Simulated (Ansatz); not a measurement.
**CH₂GaO radical (SMILES O=[C][GaH2]): functionals against CCSD(T) at one geometry**

The task here is to estimate one member of a computed series from the others.

Method: single points in def2-TZVPP; program: Ansatz 0.2.0, Gaussian basis.

Cores are frozen in the correlated methods. Filled d shells of the heavier atoms are correlated. Orbitals are unrestricted.

## Starting geometry

SMILES `O=[C][GaH2]`, 5 atoms, charge 0, spin multiplicity 2.

Atoms are counted from 1 here; the program's logs count them from 0.

Bond lengths: O1–C2 1.142 Å, C2–Ga3 2.206 Å, Ga3–H4 1.673 Å, Ga3–H5 1.597 Å. Angles: O1–C2–Ga3 125.7°, C2–Ga3–H4 139.9°, C2–Ga3–H5 108.0°, H4–Ga3–H5 112.1°.

Geometry (Å):

```xyz
5
charge 0, multiplicity 2
O     0.6479   -1.5586    1.6709
C     0.8586   -0.5499    1.1789
Ga   -0.2737    0.3246   -0.5003
H    -1.5686   -0.0364   -1.4963
H     0.3567    1.7546   -0.8283
```

Set-up of the first run:

The input, run/in.yaml:

```yaml
crystal:
  periodic: [false, false, false]
  atoms:
    - {symbol: O, position_ang: [0.647900, -1.558600, 1.670900]}
    - {symbol: C, position_ang: [0.858600, -0.549900, 1.178900]}
    - {symbol: Ga, position_ang: [-0.273700, 0.324600, -0.500300]}
    - {symbol: H, position_ang: [-1.568600, -0.036400, -1.496300]}
    - {symbol: H, position_ang: [0.356700, 1.754600, -0.828300]}
basis:
  gaussian: {orbitals: def2-TZVPP}
magnetization: {spin_polarized: true, initial_magnetization: 1}
correlation: {method: ccsd_t}
scf: {omitted_lower_state_checks: [cluster_reference]}
output: {forces: true}
```

No record of the launch command was kept for these runs.

Steps of the session up to this table: CCSD(T)/def2-TZVPP; PBE0-D4/def2-TZVPP; wB97M-V/def2-TZVPP; r2SCAN-D4/def2-TZVPP; PBE-D4/def2-TZVPP; r2SCAN0-D4/def2-TZVPP; HSE06-D4/def2-TZVPP.

One of the session's tables, all rows but one given; the rest of the session is left out.

| method | RMS force component (eV/Å) | angle to CCSD(T) forces (°) | dipole (D) |
| --- | --- | --- | --- |
| CCSD(T) | 1.020 | reference | 0.32 |
| PBE0-D4 | 0.671 | 10.5 | 0.52 |
| wB97M-V | 0.674 | 16.6 | 0.43 |
| r2SCAN-D4 | ? | ? | ? |
| PBE-D4 | 1.057 | 8.3 | 0.33 |
| r2SCAN0-D4 | 0.557 | 26.9 | 0.53 |
| HSE06-D4 | 0.676 | 9.9 | 0.51 |

Estimate the missing values for r2SCAN-D4.

The run gave: RMS force component (eV/Å): 0.800; angle to CCSD(T) forces (°): 4.9; dipole (D): 0.36. In the column «RMS force component (eV/Å)» it lies between HSE06-D4 (0.676) and CCSD(T) (1.020).
